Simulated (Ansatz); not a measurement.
**Re: response to strain**

Re is deformed so: equal xx and yy strain of +1 %. What stress and forces result, by LAPW, PAW and all-electron datasets made for the crystal?

Computed with Ansatz 0.2.0 (DFT LDA, scalar-relativistic, unless a step's input says otherwise).

**1. The starting structure**

Symmetry: Fm-3m, No. 225, cubic system. The conventional cell has a = 3.950 Å, b = 3.950 Å, c = 3.950 Å, α = 90.00°, β = 90.00°, γ = 90.00°. Re (site symmetry m-3m) has 12 Re at 2.79 Å as nearest neighbours.

Coordinates:

```
Re
1.0
     0.00000    1.97500    1.97500
     1.97500    0.00000    1.97500
     1.97500    1.97500    0.00000
Re
1
Direct
  0.00000 0.00000 0.00000
```

**2. The deformed structure**

Space group Fm-3m before, I4/mmm after.

**3. Full-potential LAPW**

Input file input.yaml:

```yaml
crystal:
  lattice:
    - [0.0, 1.99475, 1.975]
    - [1.99475, 0.0, 1.975]
    - [1.99475, 1.99475, 0.0]
  atoms:
    - { symbol: Re, position: [0.0, 0.0, 0.0] }
kpoints:
  mp_grid: { grid: [14, 14, 14] }
  band_path:
    path:
      - [0.0, 0.0, 0.0]
      - [0.0, 0.5, 0.5]
      - [0.25, 0.75, 0.5]
      - [0.0, 0.5, 0.0]
      - [0.0, 0.0, 0.0]
      - [0.5, 0.5, 0.0]
      - [0.3775125, 0.6224875, 0.0]
      - [-0.3775125, 0.3775125, 0.0]
      - [0.0, 0.0, 0.0]
    npoints: 5
scf:
  occupations: { method: fermi_dirac, width: 0.03 }
hamiltonian:
  xc: lda
  pseudopotentials: { kind: all_electron, lapw: { basis_error: 0.001 } }
output:
  forces: true
  stress: true
  eigenvalues: true
```

Started as:

```
> ansatz run input.yaml --threads 1 --pin off --max-ram 3072MiB --backend cpu --events-out ev --progress --plain --runs-dir out
```

**4. PAW on the default files**

Input file input.yaml:

```yaml
crystal:
  lattice:
    - [0.0, 1.99475, 1.975]
    - [1.99475, 0.0, 1.975]
    - [1.99475, 1.99475, 0.0]
  atoms:
    - { symbol: Re, position: [0.0, 0.0, 0.0] }
kpoints:
  mp_grid: { grid: [14, 14, 14] }
scf:
  occupations: { method: fermi_dirac, width: 0.03 }
hamiltonian:
  xc: lda
  pseudopotentials: { kind: paw }
output:
  forces: true
  stress: true
  eigenvalues: true
  efg: { contact_densities: true }
```

**5. All-electron PAW on datasets made for the crystal**

input.yaml, as its differences from that of step 4:

```diff
@@ -13,3 +13,3 @@
   xc: lda
-  pseudopotentials: { kind: paw }
+  pseudopotentials: { kind: all_electron, datasets: crystal }
 output:
```

(Steps that only read results are left out.)

What does the calculation give? Wanted: pressure; largest shear or deviatoric stress.

The runs gave:

| quantity | value |
| --- | --- |
| pressure | LAPW -29.29, PAW -29.40, crystal datasets -29.29 GPa |
| largest shear or deviatoric stress (LAPW) | 1.03 GPa |

The largest part of the stress beyond the pressure is 1.03 GPa in size, in the zz component. No run of the undeformed cell stands beside it, so the pressure holds what the given cell had before the change. PAW: stress within 0.11 GPa of LAPW. Crystal datasets: stress within 0.01 GPa of LAPW. Spin-orbit coupling is left out, though the cell holds Re; in elements this heavy it can shift bands and gaps by tenths of an eV.
